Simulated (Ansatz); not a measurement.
Run this with Ansatz 0.2.0 through its Python package and show what comes out.

The script reads `c2h5fte.xyz`:
```text
9

C    -0.67940    1.14240    0.63050
Te    0.03800    0.73970   -1.33260
C     0.63800   -1.19810   -0.69170
F     1.71390   -1.05820    0.29470
H    -1.50240    0.43570    0.87240
H     0.09560    1.16630    1.35970
H    -1.14870    2.20450    0.61930
H     1.12760   -1.74260   -1.54580
H    -0.19410   -1.73600   -0.22360
```

`methods_c2h5fte.py`:
```python
import ansatz as az


def main() -> None:
    mol = az.Crystal.molecule_from_extxyz("c2h5fte.xyz")

    calculation = mol.calculation().basis(gaussian="def2-SVP")

    methods = ["mp2", "ccsd", "ccsd_t"]
    batch = az.Session.batch([calculation.correlation(m).input() for m in methods])
    reports = sorted(batch.plan().execute().molecular_reports, key=lambda each: each["member"])
    print(f"Hartree-Fock reference {reports[0]['reference_energy_ev'] / 27.211386246:.6f} Ha")
    best = reports[-1]["free_energy_ev"] - reports[-1]["reference_energy_ev"]
    for method, each in zip(methods, reports):
        gained = each["free_energy_ev"] - each["reference_energy_ev"]
        print(f"{method:8s} total {each['free_energy_ev'] / 27.211386246:.6f} Ha  correlation {gained:9.4f} eV  ({100 * gained / best:.1f} % of the last)")


if __name__ == "__main__":
    main()
```

`python methods_c2h5fte.py` gives:
```text
Hartree-Fock reference -444.890761 Ha
mp2      total -445.487163 Ha  correlation  -16.2289 eV  (91.2 % of the last)
ccsd     total -445.527784 Ha  correlation  -17.3343 eV  (97.4 % of the last)
ccsd_t   total -445.545062 Ha  correlation  -17.8045 eV  (100.0 % of the last)
```

Notes:
- Total energies depend on the basis set; only differences at equal settings carry meaning.
- The geometry is a force-field or estimated start, not a minimum of this method, and the basis set is short of its limit. A lower total doesn't mark the better method: functionals have no common bound, and MP2 and coupled cluster aren't variational.
- def2 sets replace the cores of elements past krypton by effective core potentials.
- Inner cores stay frozen; a filled d shell under the valence of the heavier atoms is correlated with it.
